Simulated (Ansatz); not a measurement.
# ReS2: the cost of one run

Computed with Ansatz 0.2.0 (DFT LDA+U (U = 4 eV, J = 0.5 eV on Re d), plane waves, PAW, no spin–orbit coupling unless a run says so, unless a step's input says otherwise).

**1. Starting point**

Symmetry: R-3m, No. 166, trigonal system. Conventional cell: a = 3.644 Å, b = 3.644 Å, c = 16.525 Å, α = 90.00°, β = 90.00°, γ = 120.00°. Re (site symmetry -3m) is surrounded by 6 S at 2.50 Å. S (site symmetry 3m) is surrounded by 3 Re at 2.50 Å.

As a file:

```cif
data_structure
_symmetry_space_group_name_H-M 'P 1'
_symmetry_Int_Tables_number 1
_cell_length_a 5.8963
_cell_length_b 5.8963
_cell_length_c 5.8963
_cell_angle_alpha 35.996
_cell_angle_beta 35.996
_cell_angle_gamma 35.996
_cell_volume 63.34
loop_
_atom_site_label
_atom_site_type_symbol
_atom_site_fract_x
_atom_site_fract_y
_atom_site_fract_z
_atom_site_occupancy
Re1 Re 0.00000 0.00000 0.00000 1
S1 S 0.25200 0.25200 0.25200 1
S2 S 0.74800 0.74800 0.74800 1
```

An earlier series on this cell reached its lowest free state from «total moment held at first, then free, 1.50 μB per cell», perhaps among other starts.

**2. Total moment locked, 3.00 μB per cell**

The input, input.yaml:

```yaml
crystal:
  lattice:
    - [1.82189676, 1.05187258, 5.50828006]
    - [-1.82189676, 1.05187258, 5.50828006]
    - [0.0, -2.10374517, 5.50828006]
  atoms:
    - { symbol: Re, position: [0.0, 0.0, 0.0], spin: 3.0 }
    - { symbol: S, position: [0.252, 0.252, 0.252] }
    - { symbol: S, position: [0.748, 0.748, 0.748] }
basis:
  ecutwfc: 420
  ecutrho_ratio: 4
kpoints:
  mp_grid: { grid: [6, 6, 6] }
hamiltonian:
  xc: lda
  hubbard:
    sites:
      - { site: 0, l: d, u: 4.0, j: 0.5, starting_ns: [{ spin: up, occupation_matrix: s0up }, { spin: down, occupation_matrix: s0down }] }
    occupation_matrices:
      s0up:
        matrix:
          - [0.97, 0.0, 0.0, 0.0, 0.0]
          - [0.0, 0.34965, 0.0, 0.0, 0.45221]
          - [0.0, 0.0, 0.34965, 0.45221, 0.0]
          - [0.0, 0.0, 0.45221, 0.64035, 0.0]
          - [0.0, 0.45221, 0.0, 0.0, 0.64035]
      s0down:
        matrix:
          - [0.02, 0.0, 0.0, 0.0, 0.0]
          - [0.0, 0.02, 0.0, 0.0, 0.0]
          - [0.0, 0.0, 0.02, 0.0, 0.0]
          - [0.0, 0.0, 0.0, 0.02, 0.0]
          - [0.0, 0.0, 0.0, 0.0, 0.02]
    ns_hold: { iters: 8 }
scf:
  occupations: { method: gaussian, width: 0.05 }
  lower_state_search: "off"
  max_iter: 150
output:
  forces: true
  stress: true
  eigenvalues: true
  populations: true
  hubbard: { sites: [{ site: 0, l: d }] }
magnetization:
  spin_polarized: true
  initial_magnetization: 3.0
  spin_locking: { lock_magnetization: hard }
```

The typed matrices put 0.97 on the chosen orbitals and 0.02 on the others, and are held for 8 cycles. The lock stays on to the end, so the result is a constrained state unless its moments die out.

The run is started by

```sh
ansatz run input.yaml --threads 2 --pin off --max-ram 3072MiB --backend cpu --events-out ev --progress --plain --runs-dir out
```

Q: Estimate wall time and peak memory on 2 threads of Arm Neoverse N1, shared host.

About 13 s, with a peak of 0.42 GiB.
